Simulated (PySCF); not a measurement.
# The bond of InP+, level by level

One job finds the state of InP+, follows it along the bond with each method and fits the curves.

Program: PySCF 2.14.0. Level of theory: In def2-TZVPPD with ECP28, P def2-TZVPPD, scalar-relativistic core potentials. These are calculated values, not measurements.

**1. The job**

Settings of the job:

```yaml
atoms: In, P
charge: 1
basis: In def2-TZVPPD with ECP28, P def2-TZVPPD
Hamiltonian: scalar-relativistic core potentials
basis_functions: 104
electrons_treated: 35
masses_in_u: 114.9039, 30.9738
levels: PBE0, PBE, r²SCAN, B2PLYP, BHandHLYP, revPBE, TPSS, B97-3, CAM-B3LYP, HF, MP2, SCS-MP2, CCSD, CCSD(T)
grid: 80 radial by 434 angular points
occupations: held fixed by the projection of orbital angular momentum
dissociation_limit: In+ + P, each in its ground configuration
starting_distance_in_angstrom: 2.555
values_of_2S_to_try: 1, 3
```

Command:

```
$ OMP_NUM_THREADS=2 python dia.py task.json out
```

After this run come: First curve: PBE0; Higher solutions at PBE0; PBE (GGA); r²SCAN; B2PLYP (double hybrid); BHandHLYP (global hybrid GGA); revPBE (GGA); TPSS (meta-GGA); B97-3 (global hybrid GGA); CAM-B3LYP (range-separated hybrid); UHF (mean field); MP2 and coupled cluster.

What does the calculation give? Wanted: for each run, Re; ωe; De; μ.

**Answer**, as computed:

Lowest PBE0 solution found, without spin–orbit coupling: ⁴Σ⁻ (quartet), unpaired electrons σ ↑, π ↑↑. State 2 has its PBE0 minimum 0.50 eV higher, as a spin-mixed determinant (⟨S²⟩ = 1.78), so this is no gap between pure states. State 3 has its PBE0 minimum 0.58 eV higher, as a spin-mixed determinant (⟨S²⟩ = 1.77), so this is no gap between pure states. The other levels ran on the lowest alone.

| level | Re (Å) | ωe (cm⁻¹) | De (eV) | μ (D) |
| --- | --- | --- | --- | --- |
| UHF | 3.473 | 57.9 | 0.130 | -1.25 |
| UHF-MP2 | 3.127 | 89.4 | 0.284 | n/a |
| UHF-SCS-MP2 | 3.206 | 81.2 | 0.241 | n/a |
| UHF-CCSD | 3.132 | 84.4 | 0.251 | n/a |
| UHF-CCSD(T) | 3.069 | 90.8 | 0.282 | n/a |
| PBE | 2.878 | 127.2 | 0.51 | 0.49 |
| revPBE | 2.947 | 111.1 | 0.405 | 0.34 |
| TPSS | 2.882 | 124.7 | 0.461 | 0.36 |
| r²SCAN | 2.840 | 130.2 | 0.486 | 0.50 |
| PBE0 | 2.891 | 121.1 | 0.435 | 0.33 |
| B97-3 | 2.990 | 103.6 | 0.372 | 0.14 |
| BHandHLYP | 3.004 | 104.0 | 0.329 | 0.09 |
| CAM-B3LYP | 2.968 | 109.3 | 0.366 | 0.21 |
| B2PLYP | 2.997 | 105.1 | 0.346 | 0.10 |

De is counted to In+ + P in their ground configurations. A positive dipole points from In to P; in an ion it is taken about the centre of mass and does not tell which atom is negative.

In words: The methods spread over 0.633 Å in bond length, from r²SCAN to UHF. CCSD(T) can't serve as the judge here: for a weak bond in this basis it is far from its limit. Of the levels with a De here, UHF gives the least (0.130 eV) and PBE the most (0.51 eV).

Correlated steps freeze 9 core orbitals. These are scalar-relativistic numbers at best; spin–orbit coupling would shift them, the dissociation energy most. B2PLYP dipoles, levels and charges come from its SCF part alone.
